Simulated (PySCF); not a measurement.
# ethylboronic acid (C2H7BO2): electronic excitations at several levels of theory

Aim: compute the electronic excitations of ethylboronic acid (C2H7BO2) (`CCB(O)O`) at several levels, and see how far they spread and what each costs.

Programs: PySCF 2.14.0, with density-fitted response routines of our own. Each step states its level of theory. These are calculated values for one molecule in the gas phase, unless marked as measured. Atoms are numbered from 0 throughout.

### 1 The molecule as given

12 atoms, charge 0, multiplicity 1; geometry from: GFN2-xTB.

Bonds of the start (Å): C0–C1 1.53, C1–B2 1.60, B2–O3 1.35, B2–O4 1.36, C0–H5 1.09, C0–H6 1.09, C0–H7 1.09, C1–H8 1.09, C1–H9 1.09, O3–H10 0.96, O4–H11 0.96.

### 2 Geometry optimisation at PBE0-D3(BJ)/def2-SVP

What the job is given:

```
{"job": {"xc": "PBE0", "basis": "def2-SVP", "d3": "d3bj", "grid": 1, "kind": "geom"}, "charge": 0, "multiplicity": 1}
C     -1.572086     0.125341     0.202411
C     -0.299953     0.347430    -0.620818
B      1.031497    -0.116664     0.142264
O      1.230329     0.282827     1.413691
O      1.996401    -0.891743    -0.431243
H     -1.484859     0.633573     1.158077
H     -2.446021     0.508166    -0.321006
H     -1.721251    -0.934927     0.393522
H     -0.220924     1.413993    -0.844260
H     -0.404180    -0.163446    -1.581870
H      2.051080    -0.032781     1.794120
H      1.841164    -1.172454    -1.330915
```

Log:

```text
step   0  E = -255.36695480  max force = 0.016062
step   1  E = -255.36860028  max force = 0.003647
step   2  E = -255.36865776  max force = 0.001100
step   3  E = -255.36869213  max force = 0.001082
step   4  E = -255.36871585  max force = 0.002344
step   5  E = -255.36875503  max force = 0.002130
step   6  E = -255.36879933  max force = 0.000383
step   7  E = -255.36881271  max force = 0.000386
optimisation converged
```

Run time: 25 s. Hardware: 1 thread, shared host.

Along the way:

```tsv
step	energy from step 0 (eV)	largest force component (eV/Å)
0	0.0000	0.8259
1	-0.0448	0.1875
2	-0.0463	0.0566
3	-0.0473	0.0556
4	-0.0479	0.1205
5	-0.0490	0.1095
6	-0.0502	0.0197
7	-0.0506	0.0198
```

Distances of close pairs at the start and the end, largest changes first:

```tsv
bond	before (Å)	after (Å)	change (Å)
C1–B2	1.603	1.580	-0.023
C1–H8	1.093	1.108	+0.015
C0–H5	1.086	1.100	+0.014
C0–H7	1.088	1.102	+0.014
C0–H6	1.088	1.101	+0.013
B2–O3	1.347	1.360	+0.013
C1–H9	1.093	1.105	+0.012
C0–C1	1.531	1.525	-0.006
```

The final coordinates are the input of the step that follows.

```tsv
at the end point	value
point group (found at 0.08 Å tolerance)	C1
rotational constants (GHz, main isotopes)	8.501, 3.480, 2.619
dipole moment (D)	1.47
```

### 3 TDDFT and polarisability: PBE0/aug-cc-pVDZ

What the job is given:

```
{"job": {"kind": "uv", "xc": "PBE0", "basis": "aug-cc-pVDZ"}, "charge": 0, "multiplicity": 1}
C     -1.624380     0.094854     0.330180
C     -0.384031     0.243629    -0.544521
B      0.977834    -0.088268     0.185173
O      1.097939     0.176529     1.514019
O      2.072396    -0.607911    -0.452142
H     -1.536345     0.703725     1.242271
H     -2.542681     0.401433    -0.194726
H     -1.762902    -0.948722     0.654731
H     -0.299632     1.292417    -0.890919
H     -0.486436    -0.354042    -1.468266
H      1.979834    -0.042832     1.835140
H      1.913029    -0.776625    -1.384495
```

Level: TDDFT PBE0/aug-cc-pVDZ, vertical, gas phase, core orbitals frozen in the response.

Log:

```text
coarse grid: 9776 points
cycle   1  E = -255.4410760645  dE =  5.096e-01  |g| = 8.413e-01  |ddm| = 7.577e+00
cycle   2  E = -255.3030376569  dE =  1.380e-01  |g| = 1.202e+00  |ddm| = 2.637e+00
cycle   3  E = -255.5806838830  dE = -2.776e-01  |g| = 7.628e-02  |ddm| = 1.475e+00
cycle   4  E = -255.5817154535  dE = -1.032e-03  |g| = 3.485e-02  |ddm| = 1.741e-01
cycle   5  E = -255.5820143232  dE = -2.989e-04  |g| = 4.370e-03  |ddm| = 6.697e-02
cycle   6  E = -255.5820172868  dE = -2.964e-06  |g| = 2.340e-03  |ddm| = 8.552e-03
final grid: 93648 points
cycle   7  E = -255.5852565753  dE = -3.177e-05  |g| = 7.393e-03  |ddm| = 1.252e-01
cycle   8  E = -255.5852467429  dE =  9.832e-06  |g| = 1.019e-02  |ddm| = 2.833e-02
cycle   9  E = -255.5852689552  dE = -2.221e-05  |g| = 8.406e-04  |ddm| = 1.462e-02
cycle  10  E = -255.5852690983  dE = -1.431e-07  |g| = 1.898e-04  |ddm| = 1.477e-03
cycle  11  E = -255.5852691054  dE = -7.052e-09  |g| = 6.919e-05  |ddm| = 3.419e-04
cycle  12  E = -255.5852691062  dE = -8.313e-10  |g| = 2.211e-05  |ddm| = 1.102e-04
converged SCF energy = -255.5852691062

Static polarisability (au): isotropic 48.603, principal 41.052 50.333 54.424

Singlet excitations
state   eV       nm        f      main configurations
  1   7.2763    170.4   0.01848   H->L 0.97
  2   7.7350    160.3   0.00147   H-1->L 0.92
  3   7.8950    157.0   0.01274   H->L+1 0.84
  4   8.1193    152.7   0.00599   H-2->L 0.81, H->L+2 0.10
  5   8.1566    152.0   0.03308   H->L+2 0.77, H-2->L 0.11, H->L+1 0.08
  6   8.3371    148.7   0.00594   H->L+3 0.95
  7   8.4144    147.3   0.01424   H-1->L+1 0.51, H-1->L+2 0.27
  8   8.5048    145.8   0.01897   H->L+5 0.36, H->L+4 0.17, H->L+8 0.14
  9   8.7165    142.2   0.01214   H-2->L+1 0.69, H-3->L 0.09
 10   8.7351    141.9   0.01956   H-3->L 0.75, H-2->L+1 0.12

Triplet excitations (Tamm-Dancoff, eV): 7.1291 7.5169 7.5453 7.9479
```

It took 21 s on 1 thread, shared host.

The orbitals next to the gap, with their largest atomic shares:

```tsv
orbital	eV	atoms
HOMO−3	-10.01	C0 32 %, C1 29 %, O4 12 %
HOMO−2	-9.44	C0 30 %, C1 27 %, H5 10 %
HOMO−1	-9.23	O3 47 %, O4 40 %, B2 8 %
HOMO	-8.63	C1 32 %, C0 17 %, B2 15 %
LUMO	-0.28	H11 27 %, H9 15 %, H10 14 %
LUMO+1	0.32	B2 26 %, H6 14 %, H11 12 %
LUMO+2	0.42	B2 40 %, H10 20 %, H6 13 %
```

With each of the 10 states as a Gaussian band of 0.4 eV half-width at 1/e, the curve within the window shown has maxima at 148 nm (ε 3,400) L/(mol cm). Beyond the last state computed it falls off for lack of states. The curve at chosen wavelengths:

(nm, ε (L/mol/cm)): (137, 920), (139, 1542), (141, 2202), (143, 2769), (145, 3160), (147, 3351), (149, 3347), (150, 3276), (152, 3009), (154, 2610), (156, 2145), (158, 1695), (160, 1326), (162, 1076), (164, 941), (166, 886), (168, 863), (170, 830), (172, 761), (173, 713), (175, 595), (177, 463), (179, 337), (181, 230), (183, 148), (185, 90)

Further results of this job:

```tsv
property	computed
dipole moment (D)	1.38
polarisability (Å³)	7.20
HOMO–LUMO gap (eV)	8.35
−ε(HOMO) (eV)	8.63
```

### 4 Ultraviolet spectrum: PBE0/def2-TZVPD

Settings changed since step 3:

```diff
@@ -1,2 +1,2 @@
-{"job": {"kind": "uv", "xc": "PBE0", "basis": "aug-cc-pVDZ"}, "charge": 0, "multiplicity": 1}
+{"job": {"kind": "uv", "xc": "PBE0", "basis": "def2-TZVPD"}, "charge": 0, "multiplicity": 1}
 C     -1.624380     0.094854     0.330180
```

Method: TDDFT PBE0/def2-TZVPD, vertical, gas phase, core orbitals frozen in the response.

Log:

```text
coarse grid: 9776 points
cycle   1  E = -255.5126983147  dE =  4.901e-01  |g| = 8.989e-01  |ddm| = 2.722e+00
cycle   2  E = -255.3578953612  dE =  1.548e-01  |g| = 1.299e+00  |ddm| = 2.060e+00
cycle   3  E = -255.6621560660  dE = -3.043e-01  |g| = 8.082e-02  |ddm| = 1.256e+00
cycle   4  E = -255.6631665454  dE = -1.010e-03  |g| = 4.208e-02  |ddm| = 9.385e-02
cycle   5  E = -255.6635777745  dE = -4.112e-04  |g| = 4.838e-03  |ddm| = 4.161e-02
cycle   6  E = -255.6635813723  dE = -3.598e-06  |g| = 2.343e-03  |ddm| = 6.563e-03
final grid: 93648 points
cycle   7  E = -255.6552342137  dE = -7.652e-05  |g| = 7.898e-03  |ddm| = 2.322e-01
cycle   8  E = -255.6552234568  dE =  1.076e-05  |g| = 1.091e-02  |ddm| = 1.733e-02
cycle   9  E = -255.6552465688  dE = -2.311e-05  |g| = 8.898e-04  |ddm| = 7.983e-03
cycle  10  E = -255.6552466904  dE = -1.216e-07  |g| = 3.666e-04  |ddm| = 9.272e-04
cycle  11  E = -255.6552467184  dE = -2.801e-08  |g| = 8.028e-05  |ddm| = 3.952e-04
cycle  12  E = -255.6552467194  dE = -9.792e-10  |g| = 3.024e-05  |ddm| = 8.664e-05
converged SCF energy = -255.6552467194

Static polarisability (au): isotropic 48.541, principal 41.181 50.136 54.305

Singlet excitations
state   eV       nm        f      main configurations
  1   7.3783    168.0   0.02171   H->L 0.97
  2   7.8318    158.3   0.00132   H-1->L 0.95
  3   8.0860    153.3   0.00941   H->L+1 0.69, H->L+2 0.20
  4   8.2521    150.2   0.00606   H-2->L 0.92
  5   8.4078    147.5   0.02463   H->L+2 0.58, H->L+1 0.27
  6   8.6117    144.0   0.02153   H-1->L+1 0.68, H-1->L+2 0.12
  7   8.6756    142.9   0.02427   H->L+4 0.54, H->L+3 0.20, H->L+2 0.13
  8   8.8673    139.8   0.01028   H-3->L 0.78
  9   8.9075    139.2   0.02216   H->L+3 0.72, H->L+4 0.18
 10   8.9641    138.3   0.02267   H-2->L+1 0.72, H-2->L+2 0.18

Triplet excitations (Tamm-Dancoff, eV): 7.2160 7.5775 7.6293 8.0615
```

Run time: 34 s. Hardware: 1 thread, shared host.

This run: HOMO -8.64 eV, LUMO -0.15 eV; lowest singlet 7.38 eV.

### 5 Excited states and response: PBE0/6-31+G*

Settings changed since step 4:

```diff
@@ -1,2 +1,2 @@
-{"job": {"kind": "uv", "xc": "PBE0", "basis": "def2-TZVPD"}, "charge": 0, "multiplicity": 1}
+{"job": {"kind": "uv", "xc": "PBE0", "basis": "6-31+G*"}, "charge": 0, "multiplicity": 1}
 C     -1.624380     0.094854     0.330180
```

Method: TDDFT PBE0/6-31+G*, vertical, gas phase, core orbitals frozen in the response.

Log:

```text
coarse grid: 9776 points
cycle   1  E = -255.4502093776  dE =  5.064e-01  |g| = 8.307e-01  |ddm| = 3.001e+00
cycle   2  E = -255.3249864122  dE =  1.252e-01  |g| = 1.166e+00  |ddm| = 1.900e+00
cycle   3  E = -255.5889834684  dE = -2.640e-01  |g| = 7.773e-02  |ddm| = 1.287e+00
cycle   4  E = -255.5900844152  dE = -1.101e-03  |g| = 3.352e-02  |ddm| = 9.632e-02
cycle   5  E = -255.5903614494  dE = -2.770e-04  |g| = 4.207e-03  |ddm| = 3.531e-02
cycle   6  E = -255.5903640877  dE = -2.638e-06  |g| = 2.424e-03  |ddm| = 6.783e-03
final grid: 93648 points
cycle   7  E = -255.5460451321  dE = -2.260e-05  |g| = 7.503e-03  |ddm| = 3.030e-02
cycle   8  E = -255.5460349954  dE =  1.014e-05  |g| = 1.037e-02  |ddm| = 1.408e-02
cycle   9  E = -255.5460579714  dE = -2.298e-05  |g| = 8.519e-04  |ddm| = 7.870e-03
cycle  10  E = -255.5460581248  dE = -1.535e-07  |g| = 1.566e-04  |ddm| = 7.968e-04
cycle  11  E = -255.5460581293  dE = -4.468e-09  |g| = 6.560e-05  |ddm| = 2.023e-04
cycle  12  E = -255.5460581301  dE = -7.456e-10  |g| = 2.081e-05  |ddm| = 6.864e-05
converged SCF energy = -255.5460581301

Static polarisability (au): isotropic 43.860, principal 36.801 45.915 48.865

Singlet excitations
state   eV       nm        f      main configurations
  1   7.3854    167.9   0.02193   H->L 0.98
  2   7.8217    158.5   0.00185   H-1->L 0.93
  3   8.1064    152.9   0.01120   H->L+1 0.50, H->L+2 0.41
  4   8.2789    149.8   0.00633   H-2->L 0.84
  5   8.3361    148.7   0.03669   H->L+1 0.44, H->L+2 0.44
  6   8.5371    145.2   0.02209   H-1->L+1 0.79
  7   8.5890    144.4   0.00838   H->L+3 0.78, H->L+4 0.10
  8   8.8618    139.9   0.01432   H-3->L 0.90
  9   8.8968    139.4   0.01265   H->L+4 0.61, H->L+3 0.14, H-1->L+2 0.13
 10   8.9684    138.2   0.00597   H-1->L+2 0.58, H->L+4 0.15

Triplet excitations (Tamm-Dancoff, eV): 7.2273 7.6171 7.6742 8.0767
```

Run time: 9.7 s. Hardware: 1 thread, shared host.

In short: HOMO -8.64 eV, LUMO -0.12 eV; lowest singlet 7.39 eV.

### 6 Run by run: electronic excitations

Excitations and ground-state properties, with basis size and wall time:

```tsv
run	lowest singlet (eV)	brightest (eV)	f	gap (eV)	α (Å³)	μ (D)	functions	time
PBE0/aug-cc-pVDZ	7.28	8.16	0.033	8.35	7.20	1.38	178	21 s
PBE0/def2-TZVPD	7.38	8.41	0.025	8.49	7.19	1.38	254	34 s
PBE0/6-31+G*	7.39	8.34	0.037	8.52	6.50	1.56	104	9.7 s
```

### 7 Results

```
                                quantity                        value
                             point group                           C1
    rotational constants (main isotopes)         8.50, 3.48, 2.62 GHz
       lowest singlet (PBE0/aug-cc-pVDZ)  7.28 eV (170 nm), f = 0.018
brightest single state of those computed  state 5, 8.16 eV, f = 0.033
                          lowest triplet                      7.13 eV
             range of the lowest singlet              7.28 to 7.39 eV
```

What this shows: Single values in the summary come from the first run of each kind that ended normally (PBE0/aug-cc-pVDZ), which need not be the best level. The optimisation took 7 steps and gained 0.051 eV; among the close pairs (by a distance rule), C1–B2 changed most, from 1.603 to 1.580 Å. No frequency check was run at this level, so the end point may be a saddle. The first singlet state (HOMO→LUMO 0.97) lies at 7.28 eV and is weak; of the 10 states computed, the strongest absorption comes from state 5 at 8.16 eV. The lowest triplet lies 0.15 eV below the lowest singlet (triplets in Tamm-Dancoff, singlets in full TDDFT). The lowest singlet runs from 7.28 eV (PBE0/aug-cc-pVDZ) to 7.39 eV (PBE0/6-31+G*), while the orbital gap spans 8.35 to 8.52 eV. The lowest state need not be the same one in every run.
